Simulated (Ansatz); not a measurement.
# Cd3Ga: the cost of one run

Computed with Ansatz 0.2.0 (DFT LDA, scalar-relativistic, plane waves, PAW, unless a step's input says otherwise).

## Step 1: The starting structure

Symmetry: I4/mmm, No. 139, tetragonal system. The conventional cell has a = 4.382 Å, b = 4.382 Å, c = 8.760 Å, α = 90.00°, β = 90.00°, γ = 90.00°. Around Cd (site symmetry -4m2) lie 8 Cd at 3.10 Å and 4 Ga at 3.10 Å. Cd (site symmetry 4/mmm) is surrounded by 8 Cd at 3.10 Å and 4 Ga at 3.10 Å. Ga (site symmetry 4/mmm) has 12 Cd at 3.10 Å as nearest neighbours.

Coordinates:

```cif
data_structure
_symmetry_space_group_name_H-M 'I4/mmm'
_symmetry_Int_Tables_number 139
_cell_length_a 4.3817
_cell_length_b 4.3817
_cell_length_c 8.7604
_cell_angle_alpha 90.000
_cell_angle_beta 90.000
_cell_angle_gamma 90.000
_cell_volume 168.20
loop_
_atom_site_label
_atom_site_type_symbol
_atom_site_symmetry_multiplicity
_atom_site_Wyckoff_symbol
_atom_site_fract_x
_atom_site_fract_y
_atom_site_fract_z
_atom_site_occupancy
Cd1 Cd 4 d 0.00000 0.50000 0.25000 1
Cd2 Cd 2 b 0.50000 0.50000 0.00000 1
Ga1 Ga 2 a 0.00000 0.00000 0.00000 1
```

The structure comes from the Materials Project (structure only).

## Step 2: Ground state at the listed geometry

Input file input.yaml:

```yaml
crystal:
  lattice:
    - [4.3817254, 0.0, 0.0]
    - [0.0, 4.3817254, 0.0]
    - [-2.1908627, -2.1908627, 4.38020006]
  atoms:
    - { symbol: Cd, position: [0.25, 0.75, 0.5] }
    - { symbol: Cd, position: [0.75, 0.25, 0.5] }
    - { symbol: Cd, position: [0.5, 0.5, 0.0] }
    - { symbol: Ga, position: [0.0, 0.0, 0.0] }
basis:
  ecutwfc: 500
  fft_grid_basis: typed
kpoints:
  mp_grid: { grid: [10, 10, 10] }
hamiltonian:
  xc: lda
  pseudopotentials: { kind: paw }
scf:
  occupations: { method: gaussian, width: 0.05 }
output:
  forces: true
  stress: true
  eigenvalues: true
  bader: true
  write_density: true
  volumetric_format: npy
  elf: true
```

The run is started by

```sh
$ ansatz run input.yaml --threads 1 --pin off --max-ram 2560MiB --backend cpu --events-out ev --progress --plain --runs-dir out
```

What time and memory should one allow on 1 thread of Arm Neoverse N1, shared host?

About 66 s, with a peak of 0.55 GiB.
